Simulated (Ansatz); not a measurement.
# Scandium, simple cubic under m-r²SCAN: ground state and equation of state

The plan for scandium in the simple cubic structure: relax it, solve it on a dense k-mesh, then scale the cell to 7 volumes from 88 to 112 % of the relaxed one and try a fit of the equation of state. The start is ferromagnetic. The k-meshes are 10×10×10 for the relaxation; 17×17×17 for the dense run; 17×17×17 for the volumes.

This is Sc in the simple cubic structure; at room conditions it is hcp.

Method: DFT m-r2SCAN, plane waves (500 eV) with PAW, scalar-relativistic; PBE-made PAW files; m-r²SCAN is r²SCAN on the gauge-invariant kinetic-energy density, in Ansatz 0.2.0.

### Step 1. The starting structure

The structure is cubic, space group Pm-3m (No. 221). The conventional cell has a = 3.000 Å, b = 3.000 Å, c = 3.000 Å, α = 90.00°, β = 90.00°, γ = 90.00°. Around Sc (site symmetry m-3m) lie 6 Sc at 3.00 Å.

Coordinates:

```cif
data_structure
_symmetry_space_group_name_H-M 'Pm-3m'
_symmetry_Int_Tables_number 221
_cell_length_a 3.0001
_cell_length_b 3.0001
_cell_length_c 3.0001
_cell_angle_alpha 90.000
_cell_angle_beta 90.000
_cell_angle_gamma 90.000
_cell_volume 27.00
loop_
_atom_site_label
_atom_site_type_symbol
_atom_site_symmetry_multiplicity
_atom_site_Wyckoff_symbol
_atom_site_fract_x
_atom_site_fract_y
_atom_site_fract_z
_atom_site_occupancy
Sc1 Sc 1 a 0.00000 0.00000 0.00000 1
```

The atoms start with moments of +1 μB.

### Step 2. Relaxing cell and atoms

Input file input.yaml:

```yaml
crystal:
  lattice:
    - [3.0000848774, 0.0, 0.0]
    - [0.0, 3.0000848774, 0.0]
    - [0.0, 0.0, 3.0000848774]
  atoms:
    - { symbol: Sc, position: [0.0, 0.0, 0.0], spin: 1.0 }
hamiltonian:
  xc: mr2scan
  pseudopotentials:
    kind: paw
    azcp:
      Sc: "pseudopotentials/Sc.paw.azcp"
basis:
  ecutwfc: 500
  fft_grid_basis: typed
kpoints:
  mp_grid: { grid: [10, 10, 10], shift: [0, 0, 0] }
magnetization:
  spin_polarized: true
scf:
  occupations: { method: fermi_dirac, width: 0.05 }
relax:
  max_steps: 60
  f_tol: 0.01
  cell: {}
```

Further steps of the session: Single point on a dense mesh; Equation of state: 88 %; Equation of state: 92 %; Equation of state: 96 %; Equation of state: 100 %; Equation of state: 104 %; Equation of state: 108 %; Equation of state: 112 %.

Before running it: what results should come out? Wanted: space group; conventional cell; volume; shortest distance; gap on the mesh; magnetic state; V₀, B₀, B₀′.

**Answer**, as computed:

| quantity | value |
| --- | --- |
| space group (spins left aside) | Pm-3m (No. 221) |
| conventional cell | a = 2.965 Å |
| volume | 26.074 Å³/atom |
| shortest distance | 2.965 Å |
| gap on the mesh | none (levels filled in part) |
| magnetic state | ferromagnetic, up to 0.56 μB per atom |
| V₀, B₀, B₀′ | 26.077 Å³/atom, 37 GPa, 2.6 |

In words: The relaxation shrank the cell by 3.4 % in volume. The final state is ferromagnetic (largest moment 0.56 μB). Levels at the Fermi energy are filled in part, as in a metal. B₀ comes out at 37 GPa. The symmetry was held, so the structure may be unstable against distortions that break it.
